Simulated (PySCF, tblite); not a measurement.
# C5H3O2S radical: geometry, infrared bands and EPR parameters

Aim: predict the infrared bands and EPR parameters of C5H3O2S radical (`CC(=S)C#CC([O])=O`).

The runs use tblite 0.8.0 and PySCF 2.14.0, with density-fitted response routines of our own; the level of theory stands in each step. All values are computed, except where a source is named. Atoms count from 0, in the outputs and in this text.

**1. The molecule as given**

11 atoms, charge 0, multiplicity 2; geometry from: force field or distance geometry start.

Bonds of the start (Å): C0–C1 1.49, C1–S2 1.62, C1–C3 1.46, C3–C4 1.20, C4–C5 1.43, C5–O6 1.41, C5–O7 1.26, C0–H8 1.09, C0–H9 1.11, C0–H10 1.10.

**2. Geometry optimisation with GFN2-xTB**

The job: settings as JSON, then the geometry in Å.

```
{"job": {"kind": "relax", "xc": "GFN2-xTB", "basis": "xTB"}, "charge": 0, "multiplicity": 2}
C     -2.021600     0.597300     0.143100
C     -1.223800    -0.612100     0.489100
S     -1.876000    -2.018300     0.967700
C      0.220000    -0.421300     0.378900
C      1.412100    -0.257700     0.314700
C      2.823600    -0.034100     0.197700
O      3.718700    -0.527800     1.165200
O      3.364000     0.612500    -0.741900
H     -1.854700     0.758400    -0.922300
H     -1.493200     1.424100     0.671800
H     -3.063700     0.481600     0.469700
```

Run with:

```
$ OMP_NUM_THREADS=1 python probes_run.py task.json out
```

The driver reads the jobs from task.json and runs them one after another.

Log:

```text
step      E/eV     max force
  0    -637.15222    5.598
  1    -637.81759    2.907
  2    -637.75918    6.664
  3    -638.08695    1.644
  4    -638.23761    1.250
  5    -638.28643    1.689
  6    -638.31258    0.594
  7    -638.32084    0.441
  8    -638.33513    0.350
  9    -638.34564    0.383
 10    -638.34980    0.261
 11    -638.35194    0.084
 12    -638.35289    0.110
 13    -638.35387    0.103
 14    -638.35442    0.080
 15    -638.35480    0.046
 16    -638.35508    0.060
 17    -638.35536    0.051
 18    -638.35569    0.057
 19    -638.35613    0.065
 20    -638.35660    0.082
 21    -638.35704    0.068
 22    -638.35743    0.056
 23    -638.35787    0.060
 24    -638.35839    0.070
 25    -638.35884    0.058
 26    -638.35923    0.068
 27    -638.35977    0.084
 28    -638.36060    0.122
 29    -638.36170    0.181
 30    -638.36289    0.184
 31    -638.36393    0.136
 32    -638.36481    0.092
 33    -638.36583    0.085
 34    -638.36689    0.139
 35    -638.36844    0.188
 36    -638.36630    0.471
 37    -638.36949    0.094
 38    -638.37014    0.089
 39    -638.37309    0.444
 40    -638.37573    0.114
 41    -638.37670    0.088
 42    -638.37829    0.209
 43    -638.37890    0.119
 44    -638.37973    0.052
 45    -638.38012    0.066
 46    -638.38070    0.097
 47    -638.38112    0.123
 48    -638.38171    0.090
 49    -638.38226    0.070
 50    -638.38267    0.066
 51    -638.38230    0.248
 52    -638.38306    0.061
 53    -638.38325    0.054
 54    -638.38354    0.100
 55    -638.38374    0.043
 56    -638.38380    0.045
 57    -638.38407    0.045
 58    -638.38434    0.071
 59    -638.38519    0.093
 60    -638.38595    0.092
 61    -638.38650    0.054
 62    -638.38673    0.054
 63    -638.38698    0.049
 64    -638.38719    0.045
 65    -638.38737    0.055
 66    -638.38759    0.043
 67    -638.38790    0.046
 68    -638.38823    0.052
 69    -638.38849    0.058
 70    -638.38866    0.085
 71    -638.38888    0.087
 72    -638.38914    0.088
 73    -638.38941    0.055
 74    -638.38961    0.061
 75    -638.38964    0.066
 76    -638.38971    0.018
 77    -638.38973    0.012
 78    -638.38974    0.005
```

It took 0.46 s on 1 thread of Arm Neoverse V1, shared host.

Relaxation path: (not every step is listed) (the energy doesn't fall at every step)

| step | energy from step 0 (eV) | largest force (eV/Å) |
| --- | --- | --- |
| 0 | 0.0000 | 5.5977 |
| 1 | -0.6654 | 2.9071 |
| 2 | -0.6070 | 6.6639 |
| 3 | -0.9347 | 1.6441 |
| 4 | -1.0854 | 1.2502 |
| 5 | -1.1342 | 1.6887 |
| 6 | -1.1604 | 0.5939 |
| 7 | -1.1686 | 0.4414 |
| 8 | -1.1829 | 0.3496 |
| 14 | -1.2022 | 0.0797 |
| 20 | -1.2044 | 0.0815 |
| 26 | -1.2070 | 0.0676 |
| 32 | -1.2126 | 0.0925 |
| 38 | -1.2179 | 0.0893 |
| 44 | -1.2275 | 0.0518 |
| 50 | -1.2304 | 0.0663 |
| 56 | -1.2316 | 0.0455 |
| 62 | -1.2345 | 0.0542 |
| 68 | -1.2360 | 0.0518 |
| 73 | -1.2372 | 0.0555 |
| 74 | -1.2374 | 0.0608 |
| 75 | -1.2374 | 0.0658 |
| 76 | -1.2375 | 0.0185 |
| 77 | -1.2375 | 0.0124 |
| 78 | -1.2375 | 0.0046 |

Distances of close pairs at the start and the end, largest changes first:

| bond | before (Å) | after (Å) | change (Å) |
| --- | --- | --- | --- |
| C5–O6 | 1.407 | 1.221 | -0.186 |
| C4–C5 | 1.434 | 1.531 | +0.097 |
| C1–C3 | 1.461 | 1.399 | -0.061 |
| C5–O7 | 1.262 | 1.205 | -0.057 |
| C0–H9 | 1.115 | 1.090 | -0.024 |
| C1–S2 | 1.622 | 1.634 | +0.012 |
| C0–H10 | 1.098 | 1.087 | -0.012 |
| C3–C4 | 1.205 | 1.210 | +0.005 |

The next job starts from the end point, and lists it.

**3. Vibrational analysis with GFN2-xTB**

The job: settings as JSON, then the geometry in Å.

```
{"job": {"kind": "ir", "xc": "GFN2-xTB", "basis": "xTB"}, "charge": 0, "multiplicity": 2}
C     -1.981266     0.612867     0.266474
C     -1.126411    -0.592742     0.411121
S     -1.705961    -2.090034     0.715282
C      0.254954    -0.410375     0.281970
C      1.438958    -0.225350     0.113945
C      2.958814    -0.051415     0.183344
O      3.190436     0.042617     1.378567
O      3.525922    -0.057003    -0.879773
H     -1.893386     0.998362    -0.750509
H     -1.635624     1.399473     0.937566
H     -3.021013     0.376271     0.475732
```

Log:

```text
mode    cm-1     km/mol
  1      33.2      1.18
  2      44.1      0.91
  3      64.7      2.91
  4      78.7      1.56
  5     168.4      4.22
  6     186.9      0.15
  7     252.6      2.98
  8     407.7     31.86
  9     422.9      4.80
 10     445.6     28.31
 11     476.1      1.16
 12     670.0     59.36
 13     678.0    233.88
 14     781.9     28.70
 15     972.6     13.93
 16     988.2      9.49
 17    1192.5     83.54
 18    1226.5    192.88
 19    1249.7     55.23
 20    1368.7     35.42
 21    1426.0     12.32
 22    1440.5      7.72
 23    1830.3    274.22
 24    2199.1     20.22
 25    2995.4      0.45
 26    3015.5      1.93
 27    3059.0      4.40
```

Wall time 0.31 s (1 thread of Arm Neoverse V1, shared host).

The strongest bands and the atoms that carry them (share of the mass-weighted mode):

| cm⁻¹ | km/mol | atoms |
| --- | --- | --- |
| 408 | 31.9 | C4 55 %, O6 12 %, C1 12 % |
| 670 | 59.4 | C5 76 % |
| 678 | 233.9 | C5 50 %, O7 16 %, O6 15 % |
| 1192 | 83.5 | C1 68 %, C0 16 % |
| 1226 | 192.9 | C1 28 %, O6 24 %, O7 21 %, C5 11 % |
| 1250 | 55.2 | C1 37 %, O6 18 %, O7 17 % |
| 1369 | 35.4 | H8 34 %, H9 33 %, H10 18 %, C0 16 % |
| 1830 | 274.2 | C5 66 %, O7 19 %, O6 14 % |

**4. g tensor and hyperfine couplings: B3LYP/pcH-1**

The job, as its differences from that of step 3:

```diff
@@ -1,2 +1,2 @@
-{"job": {"kind": "ir", "xc": "GFN2-xTB", "basis": "xTB"}, "charge": 0, "multiplicity": 2}
+{"job": {"kind": "epr", "basis": "pcH-1"}, "charge": 0, "multiplicity": 2}
 C     -1.981266     0.612867     0.266474
```

Method: UKS B3LYP, pcH-1 on C H O S, non-relativistic, mean-field spin-orbit, GIAO.

Log:

```text
UKS, coarse grid
  cycle   1  E = -740.51756269  |g| = 8.54e-01
  cycle   2  E = -732.26654378  |g| = 2.96e+00
  cycle   3  E = -740.50703092  |g| = 6.83e-01
  cycle   4  E = -740.78253958  |g| = 3.11e-01
  cycle   5  E = -740.63857832  |g| = 5.51e-01
  cycle   6  E = -740.77453402  |g| = 3.81e-01
  cycle   7  E = -740.83056630  |g| = 9.97e-02
  cycle   8  E = -740.81342712  |g| = 1.79e-01
  cycle   9  E = -740.83117132  |g| = 9.54e-02
  cycle  10  E = -740.83370466  |g| = 7.98e-02
  cycle  11  E = -740.83635237  |g| = 5.96e-02
  cycle  12  E = -740.83849624  |g| = 3.60e-02
  cycle  13  E = -740.83918016  |g| = 2.92e-02
  cycle  14  E = -740.83962413  |g| = 2.56e-02
  cycle  15  E = -740.84091735  |g| = 1.19e-02
  cycle  16  E = -740.84102603  |g| = 5.02e-03
  cycle  17  E = -740.84111377  |g| = 2.96e-03
  cycle  18  E = -740.84117510  |g| = 2.65e-03
  cycle  19  E = -740.84121281  |g| = 1.63e-03
  cycle  20  E = -740.84122780  |g| = 1.39e-03
  cycle  21  E = -740.84123077  |g| = 1.20e-03
  cycle  22  E = -740.84123102  |g| = 2.82e-04
UKS, final grid
  cycle   1  E = -740.84124249  |g| = 6.32e-04
  cycle   2  E = -740.84124167  |g| = 1.59e-03
  cycle   3  E = -740.84124268  |g| = 1.30e-04
  cycle   4  E = -740.84124269  |g| = 1.22e-04
  cycle   5  E = -740.84124270  |g| = 7.59e-05
  cycle   6  E = -740.84124271  |g| = 4.08e-05
  cycle   7  E = -740.84124271  |g| = 1.80e-05
E = -740.84124271 Eh   <S^2> = 0.7970 (exact 0.7500)
g shifts (ppm)      1          2          3
  rmc          -286       -286       -286
  gc             13         70         47
  oz_so        1518      11900     118029
  total        1249      11685     117794
hyperfine (MHz)  atom isotope    a_iso     a_fc   dipolar eigenvalues
    0   13C       5.27       5.27     -1.67     -0.37      2.04
    1   13C     -18.32     -18.32    -14.94      6.57      8.36
    2   33S       9.30       9.30    -46.80    -36.54     83.34
    3   13C       2.90       2.90    -15.75    -13.15     28.89
    4   13C      66.98      66.98    -23.57     -7.72     31.30
    5   13C     -32.99     -32.99     -6.09     -0.96      7.05
    6   17O     -35.94     -35.94   -169.24     80.35     88.90
    7   17O      10.12      10.12    -14.67      5.97      8.70
    8    1H      -4.93      -4.93     -0.64     -0.19      0.83
    9    1H     -13.20     -13.20     -0.93     -0.21      1.14
   10    1H       0.18       0.18     -1.74     -0.42      2.16
```

Run time: 65 s. Hardware: 1 thread of Arm Neoverse V1, shared host; peak memory 0.9 GiB.

Principal g values 2.00357, 2.01400, 2.12011; g(iso) = 2.04590, against 2.00232 for a free electron. They are not to be trusted: the run shows a large g shift, which the driver flags as unsure.

Mean a(iso) over the nuclei that a row names, and the largest dipolar term of the row (other rows stand at the frozen geometry):

| nuclei | isotope | a(iso) (MHz) | a(iso) (G, at g = 2.0023) | largest dipolar term (MHz) |
| --- | --- | --- | --- | --- |
| C4 | 13C | 67.0 | 23.9 | 31.3 |
| C5 | 13C | -33.0 | -11.8 | 7.1 |
| C1 | 13C | -18.3 | -6.5 | -14.9 |
| O6, O7 | 17O | -12.9 | -4.6 | -169.2 |
| S2 | 33S | 9.3 | 3.3 | 83.3 |
| H8, H9, H10 | 1H | -6.0 | -2.1 | 2.2 |
| C0 | 13C | 5.3 | 1.9 | 2.0 |
| C3 | 13C | 2.9 | 1.0 | 28.9 |

Mulliken spin populations:

| atom | value (e) |
| --- | --- |
| C0 | 0.01 |
| C1 | -0.10 |
| S2 | 0.39 |
| C3 | 0.14 |
| C4 | 0.04 |
| C5 | -0.03 |
| O6 | 0.54 |
| O7 | 0.01 |
| H8 | 0.00 |
| H9 | -0.01 |
| H10 | 0.00 |

The fields below are evaluated on a grid from the run's orbitals.

ELF in a plane through or near 7 of the atoms.

Ten even steps from ' ' (0.00) to '@' (1.00):
```
                                                        
                                                        
                                                        
                                                        
                                                        
                                  ....                  
                      ....      ==##++::                
            ..::..  ::====::    **%%##==::::..          
          ..==++====**####**::  --++::##@@@@@@==        
          ::==--==##**##%%##++::++++::@@@@@@@@##        
          ::**++++**==##**::%%##--%%++**@@@@@@--        
          ..--==::--++%%##++%%**::++::  ......          
                  ..--**++--::++%%##++==::              
                    ..::..  ..++++--##@@%%++..          
                          ..**%%++::##@@%%**::          
                          --##@@%%##%%%%##++..          
                          ::++######**++--..            
                            ::--==--::..                
                                                        
                                                        
```
The map spans 12.3 Å across and 9.6 Å up, centred on the molecule. Atoms in the plane (x, y in Å): C0 (2.0, 0.5), C1 (1.1, -0.7), S2 (1.6, -2.2), C3 (-0.3, -0.4), C4 (-1.5, -0.1), C5 (-3.0, 0.1), H10 (3.0, 0.2).

On the surface of density 0.002 e/bohr³ the electrostatic potential runs, from the 1st to the 99th percentile, from -1.78 V near O7 to 1.53 V near H8.

The spin density lies nearest to O6 36 %; S2 30 %; C3, C4 about 10 % each.

**5. Results**

```
                                 quantity                                            value
strongest single infrared mode (GFN2-xTB)                            1830 cm⁻¹, 274 km/mol
             zero-point energy (GFN2-xTB)                                    39.6 kcal/mol
                           g(iso) (B3LYP)                                          2.04590
                                     ⟨S²⟩                               0.797 (exact 0.75)
       largest a(iso) (averaged by class)                              13C on C4, 67.0 MHz
    surface potential, 1st and 99th percentile                               -1.78 V and 1.53 V
            property runs in this session  1, of which 0 failed and 1 gave unsound results
```

In words: Relaxing lowered the energy by 1.238 eV in 78 steps; the close pair that moved most is C5–O6, from 1.407 to 1.221 Å. All 27 modes are real, so the xTB geometry is a minimum. The strongest single mode, at 1830 cm⁻¹, moves mainly C5. Unscaled tight-binding wavenumbers are off by several per cent, some by more. Its intensities can rank the bands wrongly. The largest spin populations lie on O6 (0.54 e), S2 (0.39 e). The isotropic g lies 43.6 ppt above the free-electron value. That holds for this one static structure; motion that exchanges O6, O7 would share the spin among them. These values are not to be trusted: the run shows a large g shift, which the driver flags as unsure.
